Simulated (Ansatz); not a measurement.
Crystal: SbAs.

```
CELL_PARAMETERS angstrom
2.03271 1.17359 3.71659
-2.03271 1.17359 3.71659
0.00000 -2.34718 3.71659
ATOMIC_POSITIONS crystal
Sb 0.77090 0.77090 0.77090
As 0.22910 0.22910 0.22910
```

The cell is a database's computed one.

```yaml
Program: Ansatz 0.2.0
Task: relaxation of cell and atoms
Functional: revPBE
Dispersion: D3(BJ)
Potentials_or_basis: Ansatz PAW
Cutoff: "420 eV (not typed: the program's choice for these potentials)"
k_mesh: 8 × 8 × 8
Occupations: fermi-dirac, width 0.05 eV
Spin: no spin polarisation
```

At the start: volume 26.60 Å³/atom.

Where does the relaxation end?

It ends after 7 steps and the volume is 24.18 Å³/atom (-9.1 %); space group R3m (No. 160, to 0.05 Å).

The path:
```tsv
step	energy change (eV)	largest force (eV/Å)	volume (Å³)
1	0.0000	0.1855	53.20
2	-0.0545	0.0785	47.33
3	-0.0695	0.0076	48.49
4	-0.0721	0.0095	48.34
5	-0.0721	0.0009	48.37
6	-0.0722	0.0020	48.36
7	-0.0713	0.0020	48.36
```

Final structure:
```
Sb As
1.0
     2.01585    1.16385    3.43535
    -2.01585    1.16385    3.43535
     0.00000   -2.32770    3.43535
Sb As
1 1
Direct
  0.76435 0.76435 0.76435
  0.23565 0.23565 0.23565
```

Caveat: the plane-wave basis is chosen anew once the cell has moved, so the energies of steps on either side of that aren't comparable; the PAW data sets come from PBE, with cores solved anew for the run's functional, which leaves a small shift of forces and pressure.
